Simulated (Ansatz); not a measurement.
The system is Sn3Se.

```
Sn Se
1.0
     0.00000    3.73314    3.73314
     3.73314    0.00000    3.73314
     3.73314    3.73314    0.00000
Sn Se
3 1
Direct
  0.50000 0.50000 0.50000
  0.75000 0.75000 0.75000
  0.25000 0.25000 0.25000
  0.00000 0.00000 0.00000
```

The cell comes from a database or a generator and needn't be the stable form of this composition.

| Quantity | Value |
| --- | --- |
| Program | Ansatz 0.2.0 |
| Task | relaxation of cell and atoms |
| Functional | PBE0 |
| Potentials or basis | Ansatz PAW |
| Cutoff | 420 eV (not typed: the program's choice for these potentials) |
| k mesh | 4 × 4 × 4 |
| Occupations | fermi-dirac, width 0.05 eV |
| Spin | no spin polarisation |

At the start: volume 26.01 Å³/atom.

How do energy, volume and symmetry change on relaxing?

It ends after 5 steps and the volume is 24.71 Å³/atom (-5.0 %); space group Fm-3m (No. 225, to 0.05 Å).

The path:
```csv
step,energy change (eV),largest force (eV/Å),volume (Å³)
1,0.0000,0.0000,104.05
2,-0.0428,0.0000,97.02
3,-0.0488,0.0000,99.01
4,-0.0489,0.0000,98.83
5,-0.0476,0.0000,98.83
```

Final structure:
```yaml
crystal:
  lattice:
    - [0.00000, 3.66963, 3.66963]
    - [3.66963, 0.00000, 3.66963]
    - [3.66963, 3.66963, 0.00000]
  atoms:
    - { symbol: Sn, position: [0.50000, 0.50000, 0.50000] }
    - { symbol: Sn, position: [0.75000, 0.75000, 0.75000] }
    - { symbol: Sn, position: [0.25000, 0.25000, 0.25000] }
    - { symbol: Se, position: [0.00000, 0.00000, 0.00000] }
```

Caveat: the k mesh is coarse (spacing up to 0.36 Å⁻¹), so the values aren't converged, least of all with exact exchange; the plane-wave basis is chosen anew once the cell has moved, so the energies of steps on either side of that aren't comparable; the PAW data sets come from PBE, with cores solved anew for the run's functional, which leaves a small shift of forces and pressure.
